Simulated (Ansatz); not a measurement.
# LiBe16: the cost of one run

All numbers below are computed with Ansatz 0.2.0 (DFT PBE, plane waves, PAW, scalar-relativistic, no spin polarisation).

### Step 1. The structure to begin with

The cell holds 17 atoms (Be16Li): a = 4.580 Å, b = 3.966 Å, c = 7.177 Å, α = 90.00°, β = 90.00°, γ = 90.00°.

As a file:

```cif
data_structure
_symmetry_space_group_name_H-M 'P 1'
_symmetry_Int_Tables_number 1
_cell_length_a 4.5800
_cell_length_b 3.9664
_cell_length_c 7.1769
_cell_angle_alpha 90.000
_cell_angle_beta 90.000
_cell_angle_gamma 90.000
_cell_volume 130.38
loop_
_atom_site_label
_atom_site_type_symbol
_atom_site_fract_x
_atom_site_fract_y
_atom_site_fract_z
_atom_site_occupancy
Be1 Be 0.75000 0.50000 0.00000 1
Be2 Be 0.50000 0.33333 0.25000 1
Be3 Be 0.75000 0.50000 0.50000 1
Be4 Be 0.50000 0.33333 0.75000 1
Be5 Be 0.50000 0.00000 0.00000 1
Be6 Be 0.25000 0.83333 0.25000 1
Be7 Be 0.50000 0.00000 0.50000 1
Be8 Be 0.25000 0.83333 0.75000 1
Be9 Be 0.25000 0.50000 0.00000 1
Be10 Be 0.00000 0.33333 0.25000 1
Be11 Be 0.25000 0.50000 0.50000 1
Be12 Be 0.00000 0.33333 0.75000 1
Be13 Be 0.00000 0.00000 0.00000 1
Be14 Be 0.75000 0.83333 0.25000 1
Be15 Be 0.00000 0.00000 0.50000 1
Be16 Be 0.75000 0.83333 0.75000 1
Li1 Li 0.99667 0.66202 0.37403 1
```

### Step 2. End point A

Input file input.yaml:

```yaml
crystal:
  lattice:
    - [-2.29, -3.966396, 0.0]
    - [3.435, -1.983198, 0.0]
    - [0.0, 0.0, 7.17686]
  atoms:
    - { symbol: Be, position: [0.75, 0.5, 0.0] }
    - { symbol: Be, position: [0.5, 0.3333333, 0.25] }
    - { symbol: Be, position: [0.75, 0.5, 0.5] }
    - { symbol: Be, position: [0.5, 0.3333333, 0.75] }
    - { symbol: Be, position: [0.5, 0.0, 0.0] }
    - { symbol: Be, position: [0.25, 0.8333333, 0.25] }
    - { symbol: Be, position: [0.5, 0.0, 0.5] }
    - { symbol: Be, position: [0.25, 0.8333333, 0.75] }
    - { symbol: Be, position: [0.25, 0.5, 0.0] }
    - { symbol: Be, position: [0.0, 0.3333333, 0.25] }
    - { symbol: Be, position: [0.25, 0.5, 0.5] }
    - { symbol: Be, position: [0.0, 0.3333333, 0.75] }
    - { symbol: Be, position: [0.0, 0.0, 0.0] }
    - { symbol: Be, position: [0.75, 0.8333333, 0.25] }
    - { symbol: Be, position: [0.0, 0.0, 0.5] }
    - { symbol: Be, position: [0.75, 0.8333333, 0.75] }
    - { symbol: Li, position: [-0.0033274, 0.6620152, 0.3740255] }
basis:
  ecutwfc: 420.0
kpoints:
  mp_grid: { grid: [5, 5, 3] }
hamiltonian:
  xc: pbe
scf:
  occupations: { method: fermi_dirac, width: 0.05 }
  lower_state_search: "off"
relax:
  f_tol: 0.03
  max_steps: 60
  adjacent_minimum: "off"
```

Command:

```bash
$ ansatz run input.yaml --threads 1 --pin off --max-ram 3072MiB --backend cpu --events-out ev --progress --plain --runs-dir out
```

Q: Estimate wall time and peak memory on 1 thread of Intel Xeon at 2.50GHz (Skylake/Cascade Lake), shared host.

About 6.5 min, with a peak of 0.46 GiB.
